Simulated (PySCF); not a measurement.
**A gas-phase reaction: FH3O2Si + F2 → F2H2O2Si + FH**

Wanted: the reaction energy for `O[SiH](O)F` + `FF` → `O[Si](O)(F)F` + `F`.

Computed with PySCF 2.14.0; each step states its level. No surroundings beyond the atoms listed, unless a continuum is named. Atoms count from 0, parts from 1.

### Step 1. Starting point

Each species was relaxed by itself at PBE0-D3(BJ)/def2-SVPD.

### Step 2. Energies of the species: wB97M-D3(BJ)/def2-TZVPD

The job: settings as JSON, then the geometry in Å.

```
{"job": {"kind": "react", "xc": "wB97M-D3(BJ)", "basis": "def2-TZVPD"}, "charge": 0, "multiplicity": 1}
-1 FH3O2Si charge 0 multiplicity 1
O     -0.949270    -0.133140     0.997040
Si     0.326590     0.213880     0.006940
O     -0.200080     0.183450    -1.546320
F      1.471680    -0.917360     0.268760
H     -0.780870    -0.382790     1.908330
H      0.959880     1.522060     0.245900
H     -0.819280    -0.498060    -1.818760

-1 F2 charge 0 multiplicity 1
F      0.688900     0.011450    -0.002830
F     -0.688900    -0.011450     0.002820

+1 F2H2O2Si charge 0 multiplicity 1
O      0.373750     1.137880    -0.686600
Si    -0.027400    -0.328320    -0.085510
O      0.297600    -0.395300     1.507290
F      0.789930    -1.523530    -0.780080
F     -1.578030    -0.634890    -0.413330
H      0.076980     1.386270    -1.565140
H      0.100950     0.365170     2.058390

+1 FH charge 0 multiplicity 1
F      0.459960     0.009990    -0.004930
H     -0.459960    -0.009990     0.004930
```

Level: wB97M-D3(BJ)/def2-TZVPD reaction energy of separated species, gas phase.

Started as:

```
$ OMP_NUM_THREADS=1 python cluster_run.py task.json out
```

This one command runs all jobs of the session in turn.

**Question.** The jobs that follow are: PBE0-D3(BJ)/def2-TZVPD reaction energy of separated species, gas phase. Predict: reaction energy (wB97M-D3(BJ)/def2-TZVPD); ΔH, ΔG at 298 K (xTB thermal terms). Thermal terms come from harmonic xTB runs on each species.

As calculated:

| quantity | value |
| --- | --- |
| reaction energy (wB97M-D3(BJ)/def2-TZVPD) | -163.6 kcal/mol |
| ΔH, ΔG at 298 K (xTB thermal terms) | -162.1, -161.7 kcal/mol |
| range of the reaction energy over the runs of this table | -163.6 to -162.4 kcal/mol |

**Reading.** The reaction is exothermic by 162.1 kcal/mol in the gas phase; dispersion gives -0.08, and xTB itself gave -113.6 for the electronic energy (xTB energies and thermal terms come from the earlier relaxation of each species, not shown). No barrier was sought. xTB and this level differ widely in the electronic energy, so what comes from xTB (the thermal terms above all) is less safe here. The reaction energy runs from -163.6 (wB97M-D3(BJ)/def2-TZVPD) to -162.4 kcal/mol (PBE0-D3(BJ)/def2-TZVPD).
